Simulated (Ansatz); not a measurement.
# One shape, several levels: triplet C2H7NSi

Aim: a comparison of 6 runs (U-r2SCAN/6-31G*, U-wB97M-V/6-31G*, U-wB97X/6-31G*, UCAM-B3LYP/6-31G*, USVWN5/6-31G*, RPA@PBE0/6-31G*) of triplet C2H7NSi. 

Program for the calculation: Ansatz 0.2.0.

63 further runs of the same task are left out: 63 set aside as unsound or not needed. Runs told in other sessions of the task aren't counted.

## Step 1: The structure to begin with

C2H7NSi: 11 atoms, total charge 0, spin state triplet. SMILES of the parent species: `C=N[SiH2]C`. Geometry: relaxed at PBE0-D4/def2-TZVP. That shape belongs to the parent species and isn't relaxed for this state.

Bond lengths: C1–N2 1.257 Å, N2–Si3 1.747 Å, Si3–C4 1.862 Å, C1–H5 1.097 Å, C1–H6 1.103 Å, Si3–H7 1.497 Å, Si3–H8 1.486 Å, C4–H9 1.092 Å, C4–H10 1.093 Å, C4–H11 1.092 Å. Some angles: C1–N2–Si3 124.0°, N2–Si3–C4 108.8°, N2–C1–H5 120.4°, N2–C1–H6 124.2°, N2–Si3–H7 110.9°, N2–Si3–H8 106.9°, C4–Si3–H7 110.6°, C4–Si3–H8 110.8°, Si3–C4–H9 110.4°, Si3–C4–H10 110.6°.

## Step 2: The energy at U-r2SCAN/6-31G(d) (spherical functions) (run 1)

Contents of input.yaml:

```yaml
crystal:
  periodic: [false, false, false]
  atoms:
    - {symbol: C, position_ang: [-0.763200, 2.027200, 0.389900]}
    - {symbol: "N", position_ang: [-0.749500, 1.001600, -0.336400]}
    - {symbol: Si, position_ang: [-0.379200, -0.602800, 0.247400]}
    - {symbol: C, position_ang: [1.068600, -1.271000, -0.713200]}
    - {symbol: H, position_ang: [-0.997700, 3.009000, -0.039500]}
    - {symbol: H, position_ang: [-0.550300, 2.023600, 1.471900]}
    - {symbol: H, position_ang: [-0.075100, -0.581600, 1.713400]}
    - {symbol: H, position_ang: [-1.590400, -1.434700, 0.023400]}
    - {symbol: H, position_ang: [0.849500, -1.270200, -1.783000]}
    - {symbol: H, position_ang: [1.292800, -2.296000, -0.407900]}
    - {symbol: H, position_ang: [1.959900, -0.662200, -0.545500]}
basis:
  gaussian: {orbitals: 6-31G_st_-spherical.json}
magnetization: {spin_polarized: true, initial_magnetization: 2}
hamiltonian: {xc: {name: r2SCAN}}
accuracy: high
output: {orbitals: {seedname: orbitals}}
```

The basis set 6-31G* is read from a file made from the Basis Set Exchange's data (not shown).

On the command line:

```
ansatz run input.yaml --threads 1 --pin off --max-ram 3480MiB --events-out events.jsonl --progress --plain --runs-dir runs
```

Output:

```text
Warning: RAYON_NUM_THREADS=1 ignored (pool sized by the plan → 1); use --threads N
Functional definition: r2SCAN
  name "r2SCAN"
  parameter k0 = 0.174
  parameter k1 = 0.065
  parameter a1 = 4.9479
  exchange = r2scan_x(k0 = k0, k1 = k1, a1 = a1)
  correlation = r2scan_c
1802 factors; integrals over basis functions are off by at most 3.9e-9 eV
mean field evaluation 1: about -11539.7983 eV, gradient 4.2e1 eV
mean field evaluation 2: about -11528.4757 eV, gradient 6.0e1 eV
mean field evaluation 4: about -11548.3070 eV, gradient 4.7e0 eV
mean field evaluation 8: about -11548.3992 eV, gradient 1.8e-1 eV
mean field evaluation 16: about -11548.3994 eV, gradient 2.5e-4 eV
mean field -11548.39939884 eV, -424.3958501211 hartree, gradient 2.1e-8 eV, S^2 2.007695; 0 other end points of the search recorded, 0 dependent functions left out
reference -11548.39940055 eV, -424.3958501840 hartree; 21, 19 occupied and 53, 55 virtual orbitals, 1802 factors
Total energy: -11548.39940055 eV, -424.3958501840 hartree
```

Wall time 24 s (1 thread of Arm Neoverse V1, shared host); peak memory 0.41 GiB.

## Step 3: The energy at U-wB97M-V/6-31G(d) (spherical functions) (run 2)

Contents of in.yaml:

```yaml
crystal:
  periodic: [false, false, false]
  atoms:
    - symbol: C
      position_ang: [-0.763200, 2.027200, 0.389900]
    - symbol: "N"
      position_ang: [-0.749500, 1.001600, -0.336400]
    - symbol: Si
      position_ang: [-0.379200, -0.602800, 0.247400]
    - symbol: C
      position_ang: [1.068600, -1.271000, -0.713200]
    - symbol: H
      position_ang: [-0.997700, 3.009000, -0.039500]
    - symbol: H
      position_ang: [-0.550300, 2.023600, 1.471900]
    - symbol: H
      position_ang: [-0.075100, -0.581600, 1.713400]
    - symbol: H
      position_ang: [-1.590400, -1.434700, 0.023400]
    - symbol: H
      position_ang: [0.849500, -1.270200, -1.783000]
    - symbol: H
      position_ang: [1.292800, -2.296000, -0.407900]
    - symbol: H
      position_ang: [1.959900, -0.662200, -0.545500]
basis:
  gaussian: {orbitals: 6-31G_st_-spherical.json}
accuracy: high
magnetization: {spin_polarized: true, initial_magnetization: 2}
hamiltonian: {xc: {name: wB97M-V}}
output: {orbitals: {seedname: orbitals}}
```

The basis set 6-31G* is read from a file made from the Basis Set Exchange's data (not shown).

On the command line:

```
ansatz run in.yaml --threads 1 --pin off --max-ram 3480MiB --events-out events.jsonl --progress --plain --runs-dir runs
```

Output, shortened:

```text
Warning: RAYON_NUM_THREADS=1 ignored (pool sized by the plan → 1); use --threads N
Functional definition: wB97M-V
  name "wB97M-V"
[...]
  gx(w, u) = 1 - cx + cx01*u + cx10*w
  gss(w, u) = css00 + css04*u^4 + css10*w + css20*w^2 + css43*w^4*u^3
  gos(w, u) = cos00 + cos10*w + (cos20 + cos21*u)*w^2 + (cos60 + cos61*u)*w^6
[...]
      + integral(e_c_pw_mod_opposite_spin*gos(b97_w_opposite, b97_u_opposite)) + vv10(b, c)
1802 factors; integrals over basis functions are off by at most 3.9e-9 eV
369 factors; integrals over basis functions are off by at most 2.0e-9 eV
[...]
mean field -11548.61489092 eV, -424.4037693088 hartree, gradient 1.0e-7 eV, S^2 2.004638; 2 other end points of the search recorded, 0 dependent functions left out
reference -11548.61489511 eV, -424.4037694628 hartree; 21, 19 occupied and 53, 55 virtual orbitals, 1802 factors
Total energy: -11548.61489511 eV, -424.4037694628 hartree
```

Wall time 2.5 min (1 thread of Arm Neoverse V1, shared host); peak memory 0.99 GiB.

## Step 4: A single-point energy at U-wB97X/6-31G(d) (spherical functions) (run 3)

Contents of job.yaml:

```yaml
crystal:
  periodic: [false, false, false]
  atoms:
    - {symbol: C, position_ang: [-0.763200, 2.027200, 0.389900]}
    - {symbol: "N", position_ang: [-0.749500, 1.001600, -0.336400]}
    - {symbol: Si, position_ang: [-0.379200, -0.602800, 0.247400]}
    - {symbol: C, position_ang: [1.068600, -1.271000, -0.713200]}
    - {symbol: H, position_ang: [-0.997700, 3.009000, -0.039500]}
    - {symbol: H, position_ang: [-0.550300, 2.023600, 1.471900]}
    - {symbol: H, position_ang: [-0.075100, -0.581600, 1.713400]}
    - {symbol: H, position_ang: [-1.590400, -1.434700, 0.023400]}
    - {symbol: H, position_ang: [0.849500, -1.270200, -1.783000]}
    - {symbol: H, position_ang: [1.292800, -2.296000, -0.407900]}
    - {symbol: H, position_ang: [1.959900, -0.662200, -0.545500]}
basis:
  gaussian: {orbitals: 6-31G_st_-spherical.json}
hamiltonian: {xc: {name: wB97X}}
output: {orbitals: {seedname: orbitals}}
accuracy: high
magnetization: {spin_polarized: true, initial_magnetization: 2}
```

The basis set 6-31G* is read from a file made from the Basis Set Exchange's data (not shown).

On the command line:

```
ansatz run job.yaml --threads 1 --pin off --max-ram 3480MiB --events-out events.jsonl --progress --plain --runs-dir runs
```

Output, shortened:

```text
Warning: RAYON_NUM_THREADS=1 ignored (pool sized by the plan → 1); use --threads N
Functional definition: wB97X
  name "wB97X"
[...]
      + exact_x_lr(omega)
[...]
      + integral(e_c_pw_opposite_spin*poly(b97_u_opposite, 1, cos1, cos2, cos3, cos4))
1802 factors; integrals over basis functions are off by at most 3.9e-9 eV
369 factors; integrals over basis functions are off by at most 2.0e-9 eV
[...]
mean field -11550.13996275 eV, -424.4598146651 hartree, gradient 8.3e-8 eV, S^2 2.006455; 2 other end points of the search recorded, 0 dependent functions left out
reference -11550.13995999 eV, -424.4598145636 hartree; 21, 19 occupied and 53, 55 virtual orbitals, 1802 factors
Total energy: -11550.13995999 eV, -424.4598145636 hartree
```

It took 66 s on 1 thread of Arm Neoverse V1, shared host; peak memory 0.8 GiB.

Runs 4 to 5 aren't shown in full; the table further down has their settings and results.

## Step 5: A single-point energy at RPA@PBE0/6-31G(d) (spherical functions) (run 6)

Contents of input.yaml:

```yaml
crystal:
  periodic: [false, false, false]
  atoms:
    - symbol: C
      position_ang: [-0.763200, 2.027200, 0.389900]
    - symbol: "N"
      position_ang: [-0.749500, 1.001600, -0.336400]
    - symbol: Si
      position_ang: [-0.379200, -0.602800, 0.247400]
    - symbol: C
      position_ang: [1.068600, -1.271000, -0.713200]
    - symbol: H
      position_ang: [-0.997700, 3.009000, -0.039500]
    - symbol: H
      position_ang: [-0.550300, 2.023600, 1.471900]
    - symbol: H
      position_ang: [-0.075100, -0.581600, 1.713400]
    - symbol: H
      position_ang: [-1.590400, -1.434700, 0.023400]
    - symbol: H
      position_ang: [0.849500, -1.270200, -1.783000]
    - symbol: H
      position_ang: [1.292800, -2.296000, -0.407900]
    - symbol: H
      position_ang: [1.959900, -0.662200, -0.545500]
basis:
  gaussian: {orbitals: 6-31G_st_-spherical.json}
magnetization: {spin_polarized: true, initial_magnetization: 2}
hamiltonian: {xc: pbe0}
correlation: {method: rpa, frozen_orbitals: {C: 1, H: 0, "N": 1, Si: 5}}
accuracy: high
```

The basis set 6-31G* is read from a file made from the Basis Set Exchange's data (not shown).

On the command line:

```
ansatz run input.yaml --threads 1 --pin off --max-ram 3480MiB --events-out events.jsonl --progress --plain --runs-dir runs
```

Output, shortened:

```text
Warning: RAYON_NUM_THREADS=1 ignored (pool sized by the plan → 1); use --threads N
Functional definition: PBE0
  name "PBE0"
[...]
1802 factors; integrals over basis functions are off by at most 3.9e-9 eV
[...]
mean field -11543.55431630 eV, -424.2177966218 hartree, gradient 4.2e-8 eV, S^2 2.006005; 2 other end points of the search recorded, 0 dependent functions left out
8 core orbitals not correlated: weight in the atoms' cores, before any rotation towards them, 1.000 or more for the frozen orbitals, at most 0.000 for the correlated occupied ones
reference -11511.38115351 eV, -423.0354546972 hartree; 13, 11 occupied and 53, 55 virtual orbitals, 1802 factors
Total energy: -11530.76241604 eV, -423.7477029579 hartree
```

Wall time 20 s (1 thread of Arm Neoverse V1, shared host); peak memory 0.35 GiB.

## Step 6: Overview of the runs

| run | level | frozen core orbitals | energy (Eh) | HOMO energy (eV) | ⟨S²⟩ | wall time |
| --- | --- | --- | --- | --- | --- | --- |
| 1 | U-r2SCAN/6-31G* (spherical functions) | – | -424.395850 | -2.14 | 2.008 | 24 s |
| 2 | U-wB97M-V/6-31G* (spherical functions) | – | -424.403769 | -5.22 | 2.005 | 2.5 min |
| 3 | U-wB97X/6-31G* (spherical functions) | – | -424.459815 | -5.47 | 2.006 | 66 s |
| 4 | UCAM-B3LYP/6-31G* (spherical functions) | – | -424.431866 | -4.44 | 2.006 | 17 s |
| 5 | USVWN5/6-31G* (spherical functions) | – | -422.113496 | -1.73 | 2.003 | 6 s |
| 6 | RPA@PBE0/6-31G* (spherical functions) | 8 | -423.747703 | – | 2.006 | 20 s |

## Step 7: Summary of results

| quantity | value |
| --- | --- |
| run 6: total energy | -423.74770 Eh |
| run 6: RPA correlation energy (valence) | -712.2 mEh |
| run 6: ⟨S²⟩ of the reference determinant | 2.006 |

**Reading.** Totals of different functionals can't be ranked against each other. All runs together took 4.8 min, the longest 2.5 min.
